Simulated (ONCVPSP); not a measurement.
# An ONCV potential for promethium, from input to tests

Aim: build the potential from the settings below, then test how well it stands in for the atom: other configurations, scattering, ghost states and the plane-wave cutoff that it needs.

The numbers are computed with ONCVPSP 4.0.1 (PBE, scalar-relativistic, spin-unpolarised reference atom).

## Step 1: Settings

Typed settings, in words:

| Property | Result |
| --- | --- |
| element | promethium (Pm, Z = 61) |
| type | optimised norm-conserving Vanderbilt (ONCV) |
| frozen core | [Kr] 4d10 5s2 |
| valence charge | 13 |
| reference configuration | 4f5 5p6 6s1.5 (charge +0.5) |
| partial waves | 6s: rc 3.95 bohr, ncon 3, nbas 6, qcut 1.7 1/bohr, 3 projectors, debl 1.4 Ha; 5p: rc 2.45 bohr, ncon 3, nbas 5, qcut 5.5 1/bohr, 3 projectors, debl 1.1 Ha; d scattering state at 0.11 Ha: rc 3.55 bohr, ncon 4, nbas 7, qcut 3.1 1/bohr, 2 projectors, debl 1.4 Ha; 4f: rc 1.20 bohr, ncon 4, nbas 9, qcut 11.6 1/bohr, local |
| local potential | the f channel |
| core correction | Teter function, fcfact 5.75, rcfact 1.45 |

An earlier all-electron run gives the scale for the radii.

All-electron outer shells of the reference configuration (PBE, scalar-relativistic, ld1.x):

```tsv
shell	level (eV)	outermost node (bohr)	outermost maximum (bohr)
5p	-25.56	0.75	1.46
6s	-5.85	1.73	3.63
4f	-5.01	–	0.64
5d	-4.41	0.86	2.17
6p	-3.17	2.08	4.66
```

## Step 2: The generation run

File Pm.dat:

```
# ATOM AND REFERENCE CONFIGURATION
# atsym  z   nc   nv     iexc    psfile
  Pm 61.00   10    3        4      upf
#
#   n    l    f
    1    0    2.00
    2    0    2.00
    2    1    6.00
    3    0    2.00
    3    1    6.00
    3    2   10.00
    4    0    2.00
    4    1    6.00
    4    2   10.00
    5    0    2.00
    4    3    5.00
    5    1    6.00
    6    0    1.50
#
# PSEUDOPOTENTIAL AND OPTIMIZATION
# lmax
    3
#
#   l,   rc,      ep,       ncon, nbas, qcut
    0    3.95    0.00    3    6    1.70
    1    2.45    0.00    3    5    5.50
    2    3.55    0.11    4    7    3.10
    3    1.20    0.00    4    9   11.60
#
# LOCAL POTENTIAL
# lloc, lpopt,  rc(5),   dvloc0
    3    5    1.20    0.00
#
# VANDERBILT-KLEINMAN-BYLANDER PROJECTORs
# l, nproj, debl
    0    3    1.40
    1    3    1.10
    2    2    1.40
    3    0    2.50
#
# MODEL CORE CHARGE
# icmod, fcfact, rcfact
    3    5.75    1.45
#
# LOG DERIVATIVE ANALYSIS
# epsh1, epsh2, depsh
   -2.00    5.00    0.02
#
# OUTPUT GRID
# rlmax, drl
    6.00    0.01
#
# TEST CONFIGURATIONS
# ncnf
    4
# nvcnf
#   n    l    f
    3
    4    3    5.00
    5    1    6.00
    6    0    2.00
#
    3
    4    3    5.00
    5    1    6.00
    6    0    1.00
#
    3
    4    3    5.00
    5    1    6.00
    6    0    0.00
#
    4
    4    3    5.00
    5    1    6.00
    6    0    1.00
    6    1    1.00
#
```

Command:

```
$ oncvpsp.x < Pm.dat > Pm.out
```

What does the calculation give? Wanted: cutoffs for 1 and 0.1 mHa per electron, occupied waves; bound ghosts; GHOST(+) flags; largest phase difference near zero energy, channels read; rms error of d²Exc/dn², without and with the model core; projector energies reset by the program.

As calculated:

```
                                                quantity                                            value
  cutoffs for 1 and 0.1 mHa per electron, occupied waves                                 85 Ha and 237 Ha
                                            bound ghosts  s at -400.57 eV, s at -49.37 eV, d at -16.97 eV
                                          GHOST(+) flags                         s at 153 eV, p at -24 eV
largest phase difference near zero energy, channels read                                        3.142 rad
 rms error of d²Exc/dn², without and with the model core                               11.34 and 4.34 mHa
                 projector energies reset by the program                              d: -0.162, 1.238 Ha
```

What this shows: A bound ghost (s, d) makes it unfit for use: electrons can fall into a state that the atom doesn't have. By its cutoff, 85 Ha for the looser tolerance, it is very hard. The tighter tolerance needs 237 Ha, and converged work needs a cutoff nearer that. At the looser tolerance the 4f wave is the slowest; 5p needs 6 Ha. Near zero energy the largest phase difference among the channels read is 3.14 rad, in the p channel. A step near π is an extra or missing state, not a misfit of shape. In the d channel the atom's pole at 0.03 Ha sits lower, at -0.70 Ha, in the pseudo curve. The pseudo curves have a pole with no partner nearby in the atom's: p at -0.90 Ha. The program also flags highly localised states, GHOST(+) (s, p). All of this concerns the isolated atom, not yet a solid.
